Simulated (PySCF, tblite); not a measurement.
# C21H13N: electronic excitations, NMR shifts, part 2 of 2

tblite 0.8.0 and PySCF 2.14.0. Atoms count from 0. The steps go on from the part before.

## (4) NMR shifts: GIAO KT3/pcSseg-1

What the job is given:

```
{"job": {"kind": "nmr", "xc": "KT3", "basis": "pcSseg-1", "pop": false}, "charge": 0, "multiplicity": 1}
C     -5.511028     0.311518    -0.377911
C     -4.844464     1.521214    -0.586280
C     -3.475880     1.591025    -0.507566
C     -2.699296     0.454617    -0.216668
C     -3.384611    -0.765714    -0.007443
C     -4.785895    -0.814132    -0.093043
C     -2.642613    -1.936145     0.287772
C     -1.291790    -1.909237     0.374857
C     -0.554129    -0.710588     0.174652
C     -1.261180     0.474792    -0.121838
C     -0.519812     1.659925    -0.318591
C      0.839318     1.682711    -0.229073
C      1.578512     0.518324     0.065232
C      3.013973     0.534652     0.160339
C      3.811686     1.681557    -0.024215
N      5.117505     1.700383     0.061227
C      5.758684     0.562919     0.342589
C      5.109837    -0.627087     0.546179
C      3.707789    -0.662067     0.457877
C      2.972697    -1.856764     0.657075
C      1.621091    -1.863216     0.565761
C      0.875988    -0.688168     0.268598
H     -6.588497     0.269571    -0.442479
H     -5.415973     2.409781    -0.811379
H     -3.002983     2.545718    -0.675739
H     -5.279159    -1.761533     0.072082
H     -3.181755    -2.859570     0.443649
H     -0.777383    -2.827741     0.602727
H     -1.031769     2.580689    -0.546626
H      1.355391     2.615775    -0.387725
H      3.369242     2.640729    -0.255239
H      6.836305     0.639326     0.400508
H      5.652544    -1.533052     0.772341
H      3.513793    -2.764252     0.883879
H      1.107001    -2.796428     0.724692
```

Level: GIAO KT3/pcSseg-1 NMR shielding, non-relativistic, gas phase.

Output:

```text
start: PBE on a coarse grid of 30180 points
cycle   1  E = -861.3362878535  dE =  3.843e+00  |g| = 7.504e-01  |ddm| = 7.642e+00
cycle   2  E = -861.2487720827  dE =  8.752e-02  |g| = 9.572e-01  |ddm| = 3.079e+00
cycle   3  E = -861.4838026132  dE = -2.350e-01  |g| = 2.405e-01  |ddm| = 1.892e+00
cycle   4  E = -861.4957550133  dE = -1.195e-02  |g| = 1.038e-01  |ddm| = 4.048e-01
cycle   5  E = -861.4986544333  dE = -2.899e-03  |g| = 3.437e-02  |ddm| = 2.049e-01
cycle   6  E = -861.4989645741  dE = -3.101e-04  |g| = 9.445e-03  |ddm| = 4.404e-02
final grid: 282008 points
cycle   7  E = -877.0388527299  dE = -5.064e-02  |g| = 4.531e-02  |ddm| = 1.878e+00
cycle   8  E = -877.0364965175  dE =  2.356e-03  |g| = 1.028e-01  |ddm| = 2.115e-01
cycle   9  E = -877.0392694520  dE = -2.773e-03  |g| = 1.695e-02  |ddm| = 1.634e-01
cycle  10  E = -877.0393339344  dE = -6.448e-05  |g| = 1.002e-02  |ddm| = 3.455e-02
cycle  11  E = -877.0393639976  dE = -3.006e-05  |g| = 1.869e-03  |ddm| = 1.476e-02
cycle  12  E = -877.0393623774  dE =  1.620e-06  |g| = 8.321e-04  |ddm| = 3.507e-03
cycle  13  E = -877.0393642282  dE = -1.851e-06  |g| = 3.299e-04  |ddm| = 1.363e-03
cycle  14  E = -877.0393648092  dE = -5.810e-07  |g| = 1.015e-04  |ddm| = 5.558e-04
cycle  15  E = -877.0393649074  dE = -9.822e-08  |g| = 3.172e-05  |ddm| = 2.925e-04
converged SCF energy = -877.0393649074

GIAO shielding tensors (ppm)
atom      isotropic    diamagn.    paramagn.     s11        s22        s33       span
  0 C       64.087     252.892    -188.805    -34.393     54.145    172.509    206.902
  1 C       63.919     247.740    -183.821    -34.477     55.001    171.234    205.711
  2 C       68.522     246.824    -178.301    -26.119     56.407    175.279    201.399
  3 C       62.512     241.741    -179.229     -9.015     15.071    181.481    190.496
  4 C       60.760     255.201    -194.441     -8.928      2.284    188.924    197.852
  5 C       61.846     237.860    -176.014    -28.696     57.271    156.965    185.661
  6 C       61.989     251.104    -189.115    -27.813     61.042    152.739    180.552
  7 C       70.164     251.862    -181.698    -24.080     62.316    172.257    196.337
  8 C       64.290     248.106    -183.816     -2.131     13.844    181.159    183.290
  9 C       63.884     252.593    -188.709     -5.890     15.336    182.207    188.097
 10 C       68.623     255.694    -187.071    -26.328     58.143    174.054    200.382
 11 C       70.323     256.064    -185.741    -23.690     60.001    174.657    198.347
 12 C       64.238     254.024    -189.786     -7.320     17.195    182.841    190.161
 13 C       68.146     247.621    -179.475     -5.803     25.997    184.246    190.050
 14 C       46.236     246.557    -200.321    -44.926     41.368    142.267    187.194
 15 N      -60.348     334.361    -394.709   -341.873   -134.230    295.058    636.931
 16 C       45.783     252.427    -206.644    -49.610     46.309    140.651    190.261
 17 C       69.717     242.772    -173.055    -20.860     70.594    159.416    180.276
 18 C       57.882     253.945    -196.063    -14.086     -3.643    191.375    205.461
 19 C       63.834     250.741    -186.907    -25.273     62.669    154.106    179.378
 20 C       66.330     251.123    -184.793    -29.862     56.145    172.707    202.569
 21 C       63.904     247.096    -183.192     -1.714     13.072    180.354    182.068
 22 H       23.998      25.905      -1.907     19.608     25.515     26.872      7.265
 23 H       23.911      28.195      -4.284     19.075     25.353     27.306      8.231
 24 H       22.816      36.846     -14.031     15.212     23.914     29.322     14.110
 25 H       23.782      30.937      -7.155     18.534     24.617     28.195      9.662
 26 H       23.719      34.506     -10.787     17.860     24.986     28.312     10.452
 27 H       22.882      37.616     -14.734     14.659     24.288     29.700     15.041
 28 H       22.630      37.679     -15.049     14.304     24.209     29.377     15.073
 29 H       22.523      37.308     -14.785     14.344     24.484     28.741     14.398
 30 H       21.445      34.450     -13.005     13.253     22.821     28.260     15.008
 31 H       22.767      24.617      -1.850     17.716     23.459     27.126      9.410
 32 H       24.177      30.609      -6.432     19.593     24.227     28.712      9.119
 33 H       23.771      34.066     -10.295     18.048     25.079     28.187     10.139
 34 H       22.725      37.582     -14.857     14.589     23.881     29.704     15.116
```

It took 54 s on 1 thread of Arm Neoverse V1, shared host; peak memory 0.65 GiB.

Shifts follow as δ = σ(reference) − σ, with reference shieldings (ppm) from runs at the same level and on the same kind of geometry: 1H TMS 31.76, 13C TMS 184.7, 15N NH3 264.4. The references are single molecules in the gas phase, so shifts against H2O, NH3, PH3, H3PO4 or CFCl3 are not on the usual liquid scales and can be off by tens of ppm.

```
atoms                                         environment  σ (ppm)  δ (ppm)
  C16                 aromatic CH next to a ring nitrogen     45.8    138.9
  C14                 aromatic CH next to a ring nitrogen     46.2    138.5
  C18                         ring-fusion aromatic carbon     57.9    126.8
   C4                         ring-fusion aromatic carbon     60.8    124.0
   C5                                         aromatic CH     61.8    122.9
   C6                                         aromatic CH     62.0    122.7
   C3                         ring-fusion aromatic carbon     62.5    122.2
  C19                                         aromatic CH     63.8    120.9
   C9                         ring-fusion aromatic carbon     63.9    120.8
  C21                         ring-fusion aromatic carbon     63.9    120.8
   C1                                         aromatic CH     63.9    120.8
   C0                                         aromatic CH     64.1    120.6
  C12                         ring-fusion aromatic carbon     64.2    120.5
   C8                         ring-fusion aromatic carbon     64.3    120.4
  C20                                         aromatic CH     66.3    118.4
  C13                         ring-fusion aromatic carbon     68.1    116.6
   C2                                         aromatic CH     68.5    116.2
  C10                                         aromatic CH     68.6    116.1
  C17                                         aromatic CH     69.7    115.0
   C7                                         aromatic CH     70.2    114.6
  C11                                         aromatic CH     70.3    114.4
  H30  hydrogen on an aromatic CH next to a ring nitrogen    21.44    10.32
  H29                          hydrogen on an aromatic CH    22.52     9.24
  H28                          hydrogen on an aromatic CH    22.63     9.13
  H34                          hydrogen on an aromatic CH    22.72     9.04
  H31  hydrogen on an aromatic CH next to a ring nitrogen    22.77     8.99
  H24                          hydrogen on an aromatic CH    22.82     8.94
  H27                          hydrogen on an aromatic CH    22.88     8.88
  H26                          hydrogen on an aromatic CH    23.72     8.04
  H33                          hydrogen on an aromatic CH    23.77     7.99
  H25                          hydrogen on an aromatic CH    23.78     7.98
  H23                          hydrogen on an aromatic CH    23.91     7.85
  H22                          hydrogen on an aromatic CH    24.00     7.76
  H32                          hydrogen on an aromatic CH    24.18     7.58
  N15                         pyridine-type ring nitrogen    -60.3    324.7
```

Ring of atoms C0, C1, C2, C3, C4, C5: NICS(0) -8.9, NICS(1) -11.5, NICS(1)zz -28.4 ppm (means of both faces).

Ring of atoms C3, C4, C6, C7, C8, C9: NICS(0) -6.3, NICS(1) -9.5, NICS(1)zz -21.3 ppm (means of both faces).

Ring of atoms C8, C9, C10, C11, C12, C21: NICS(0) -7.4, NICS(1) -10.4, NICS(1)zz -24.0 ppm (means of both faces).

## (5) Summary of results

The summary covers parts 1 to 2.

| quantity | value |
| --- | --- |
| lowest singlet (B3LYP/def2-SVP) | 3.63 eV (341 nm), f = 0.008 |
| brightest single state of those computed | state 6, 4.42 eV, f = 0.223 |
| lowest triplet | 2.84 eV |
| surface potential, 1st and 99th percentile | -1.62 V and 1.05 V |
| 13C shifts against TMS (KT3/pcSseg-1) | 138.9, 138.5, 126.8, 124.0, 122.9, 122.7, 122.2, 120.9, 120.8, 120.8, 120.8, 120.6, 120.5, 120.4 ppm and more |
| 1H shifts against TMS (KT3/pcSseg-1) | 10.32, 9.24, 9.13, 9.04, 8.99, 8.94, 8.88, 8.04, 7.99, 7.98, 7.85, 7.76, 7.58 ppm |
| 15N shifts against NH3 (KT3/pcSseg-1) | 324.7 ppm |

The first singlet state (HOMO→LUMO+1 0.43, HOMO−1→LUMO 0.33) lies at 3.63 eV and is weak; of the 6 states computed, the strongest absorption comes from state 6 at 4.42 eV (the last computed, so partners may be missing). The lowest triplet lies 0.80 eV below the lowest singlet (triplets in Tamm-Dancoff, singlets in full TDDFT). By nearest atom (B3LYP/def2-SVP), the HOMO sits on C6, C11 about 10 % each; C7, C19 about 8 % each and the LUMO on C10, C19, C20 about 10 % each; N15 6 %. At KT3/pcSseg-1: The largest span, 637 ppm, is at N15, where the paramagnetic term is -395 ppm. NICS(1)zz of -28 ppm above the planar ring from C0 marks a diatropic (aromatic) ring current. NICS(1)zz of -21 ppm above the planar ring from C3 marks a diatropic (aromatic) ring current. NICS(1)zz of -24 ppm above the planar ring from C8 marks a diatropic (aromatic) ring current.
